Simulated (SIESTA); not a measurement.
## GdO under changes of volume

One of the cells (20.077 Å³/atom); the others are scaled copies at fixed shape and fractional positions:

```
CELL_PARAMETERS angstrom
0.00000 2.71788 2.71788
2.71788 0.00000 2.71788
2.71788 2.71788 0.00000
ATOMIC_POSITIONS crystal
Gd 0.00000 0.00000 0.00000
O 0.75000 0.75000 0.75000
```

| Item | Value |
| --- | --- |
| Program | SIESTA 5.4.2 |
| Functional | PBE |
| Potentials or basis | PseudoDojo 0.4 standard with PseudoDojo 3+ lanthanides (4f in the core) (PBE files) |
| Basis | DZP (energy shift 0.003 Ry; two zetas on semicore shells) |
| Grid cutoff | 800 Ry |
| Energy shift | 0.003 Ry |
| k mesh | 9 × 9 × 9 |
| Occupations | fermi-dirac, width 0.05 eV |
| Spin | collinear spin, ferromagnetic start |
| Starting moments | [7.0, 0.0] μB |

```tsv
volume (Å³/atom)	energy over the lowest point (meV/atom)	pressure (GPa)	moment (μB per cell)
18.502	12.21	4.9	0.93
18.896	3.26	2.4	0.93
19.289	0.00	0.3	0.92
20.077	8.18	-3.4	0.92
20.470	?	?	?
20.864	32.46	-6.3	0.91
```

Task: What does the run at 20.470 Å³/atom give?

Result: Energy over the lowest point 18.62 meV/atom; pressure -5.0 GPa; moment 0.92 μB per cell.

Worked out: A Birch-Murnaghan fit of order 3 (a polynomial in V^(-2/3)) to the other rows has its minimum at 19.34 Å³/atom with B0 = V·E''(V) = 100 GPa and B' = 4.7. It gives 18.52 meV/atom at 20.470 Å³/atom, against the run's 18.62, and -dE/dV = -5.0 GPa, against -5.0. A straight line through the other rows of the moment, of slope -0.00832 μB per Å³/atom, gives 0.91 μB, against the run's 0.92.

Energies are extrapolated to zero smearing.

Caveats: the basis of atomic orbitals isn't converged, which shifts pressures, moduli and gaps; a cell with one magnetic atom can't hold antiferromagnetic order, which such compounds often take.
